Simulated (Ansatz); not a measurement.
Run this with the Ansatz DFT code, driven from Python and show what comes out.

The script, `al3ag.py`:
```python
# -*- coding: utf-8 -*-
'''Refuse a result for Al3Ag that has doubts or was not closed by its thresholds.'''

import logging
import sys
import warnings

import ansatz as az
from ase import Atoms

logging.basicConfig(stream=sys.stdout, format='[%(levelname)s] %(message)s')
logger = logging.getLogger('ansatz_job')
logger.setLevel(logging.INFO)

K_LENGTH = 24
FUNCTIONAL = 'pbesol'
WIDTH_EV = 0.1

atoms = Atoms(
    ['Al', 'Al', 'Al', 'Ag'],
    scaled_positions=[
        (0.0, 0.5, 0.5),
        (0.5, 0.0, 0.5),
        (0.5, 0.5, 0.0),
        (0.0, 0.0, 0.0),
    ],
    cell=[
        (4.081513, 0.0, 0.0),
        (0.0, 4.081513, 0.0),
        (0.0, 0.0, 4.081513),
    ],
    pbc=True,
)
structure = az.Crystal.from_ase(atoms)

model = (
    structure.calculation()
    .kpoints(length=K_LENGTH)  # the mesh must be finer for metals
    .functional(FUNCTIONAL)
    .occupations(az.OccupationsMethod.FERMI_DIRAC, width=WIDTH_EV)  # the run then minimises F = E - TS
)

with warnings.catch_warnings(record=True) as caught:
    warnings.simplefilter('always')
    out = model.forces().stress().run(threads=1)
for item in caught:
    if issubclass(item.category, (az.RunWarning, az.DeckWarning)):
        print(item.category.__name__, '-', str(item.message)[:120])
data = out.report
doubts = data['published_state_doubts']
if doubts or data.get('closed_by') != 'deck_thresholds':
    print('rejected:', doubts, data.get('closed_by'))
else:
    logger.info(f'accepted: F = {data["free_energy_ev"]:.5f} eV')
```

```console
$ python al3ag.py
DeckWarning - basis.ecutwfc = 420 eV, auto-derived from the records' recommended cutoffs: set by Al (normal level)
[INFO] accepted: F = -9095.75601 eV
```

Reading the output:
- Total energies depend on the potentials; only differences at equal settings carry meaning. A total without «per atom» is that of the cell as typed.
- The mesh is modest for a metal, so energies can be off by several to tens of meV an atom and pressures by half a GPa or more; differences at equal mesh fare better.
- This cell is a computed structure, which may not be the phase found in nature.
- Wall time of the script: 2.1 s on 1 thread of Intel(R) Xeon(R) Platinum 8488C (Sapphire Rapids) (shared host), peak memory 0.42 GiB.

(A comment or docstring line of the script was reworded after the run, the code is as it ran.)
